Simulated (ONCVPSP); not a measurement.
**Pseudopotential generation for samarium: ONCV, PBE**

Task: generate the file, and judge it by its errors in other configurations, its logarithmic derivatives, its ghosts and its cutoff.

Program: ONCVPSP 4.0.1.1 (patched build). Reference atom: PBE, scalar-relativistic, spherical and spin-unpolarised. All values are calculated.

## Step 1: Settings

The settings as typed:

| Quantity | Value |
| --- | --- |
| element | samarium (Sm, Z = 62) |
| type | optimised norm-conserving Vanderbilt (ONCV) |
| frozen core | [Kr] 4d10 |
| valence charge | 16 |
| reference configuration | 4f5 5s2 5p6 5d1 6s2 |
| partial waves | 5s+6s: rc 2.05 bohr, ncon 3, nbas 6, qcut 6.7 1/bohr, 2 projectors; 5p: rc 1.65 bohr, ncon 4, nbas 7, qcut 4.6 1/bohr, 2 projectors, debl 3.1 Ha; 5d: rc 2.40 bohr, ncon 4, nbas 9, qcut 3.8 1/bohr, 1 projector; 4f: rc 1.20 bohr, ncon 3, nbas 8, qcut 11.8 1/bohr, 2 projectors, debl 2.1 Ha |
| local potential | polynomial inside 0.80 bohr (lpopt 5, dvloc0 0 Ha) |
| core correction | polynomial model core, fcfact 0.4 |

The outer shells as boxes (Hund's rule for the drawing; the calculation is spin-unpolarised):

```
[Kr] core
4d [↑↓][↑↓][↑↓][↑↓][↑↓]
4f [↑ ][↑ ][↑ ][↑ ][↑ ][  ][  ]
5s [↑↓]
5p [↑↓][↑↓][↑↓]
5d [↑ ][  ][  ][  ][  ]
6s [↑↓]
```

## Step 2: Generation

Sm.dat reads:

```
# ATOM AND REFERENCE CONFIGURATION
# atsym  z   nc   nv     iexc    psfile
  Sm 62.00    9    5        4      upf
#
#   n    l    f
    1    0    2.00
    2    0    2.00
    2    1    6.00
    3    0    2.00
    3    1    6.00
    3    2   10.00
    4    0    2.00
    4    1    6.00
    4    2   10.00
    4    3    5.00
    5    0    2.00
    5    1    6.00
    5    2    1.00
    6    0    2.00
#
# PSEUDOPOTENTIAL AND OPTIMIZATION
# lmax
    3
#
#   l,   rc,      ep,       ncon, nbas, qcut
    0    2.05    0.00    3    6    6.70
    1    1.65    0.00    4    7    4.60
    2    2.40    0.00    4    9    3.80
    3    1.20    0.00    3    8   11.80
#
# LOCAL POTENTIAL
# lloc, lpopt,  rc(5),   dvloc0
    4    5    0.80    0.00
#
# VANDERBILT-KLEINMAN-BYLANDER PROJECTORs
# l, nproj, debl
    0    2    1.10
    1    2    3.10
    2    1    1.30
    3    2    2.10
#
# MODEL CORE CHARGE
# icmod, fcfact, rcfact
    1    0.40    0.00
#
# LOG DERIVATIVE ANALYSIS
# epsh1, epsh2, depsh
   -3.00    5.00    0.02
#
# OUTPUT GRID
# rlmax, drl
    6.00    0.01
#
# TEST CONFIGURATIONS
# ncnf
    4
# nvcnf
#   n    l    f
    5
    4    3    6.00
    5    0    2.00
    5    1    6.00
    5    2    0.00
    6    0    2.00
#
    5
    4    3    6.00
    5    0    2.00
    5    1    6.00
    5    2    0.00
    6    0    1.00
#
    5
    4    3    6.00
    5    0    2.00
    5    1    6.00
    5    2    0.00
    6    0    0.00
#
    6
    4    3    6.00
    5    0    2.00
    5    1    6.00
    5    2    0.00
    6    0    0.00
    6    1    1.00
#
```

Started as:

```sh
$ oncvpsp.x < Sm.dat > Sm.out
```

**Question.** What will these runs give? Wanted: cutoffs for 1 and 0.1 mHa per electron, occupied waves; bound ghosts; GHOST(+) flags; configuration tests; largest phase difference near zero energy, channels read; rms error of d²Exc/dn², without and with the model core.

The runs gave:

```
                                                quantity                            value
  cutoffs for 1 and 0.1 mHa per electron, occupied waves                 68 Ha and 203 Ha
                                            bound ghosts  s at -521.73 eV, p at -67.55 eV
                                          GHOST(+) flags               none at low energy
                                     configuration tests      no usable energy difference
largest phase difference near zero energy, channels read                        3.134 rad
 rms error of d²Exc/dn², without and with the model core                7.38 and 1.50 mHa
```

What this shows: A bound ghost (s, p) makes it unfit for use: electrons can fall into a state that the atom doesn't have. Of the tests 3 gave no usable energy difference, which is a warning in itself. By its cutoff, 68 Ha for the looser tolerance, it is very hard. The tighter tolerance needs 203 Ha, and converged work needs a cutoff nearer that. At the looser tolerance the 4f wave is the slowest; 5p needs 43 Ha. Near zero energy the largest phase difference among the channels read is 3.13 rad, in the d channel. A step near π is an extra or missing state, not a misfit of shape. The pseudo curves have a pole with no partner nearby in the atom's: d at -0.06 Ha. These are tests on the free atom; a crystal test is still owed.
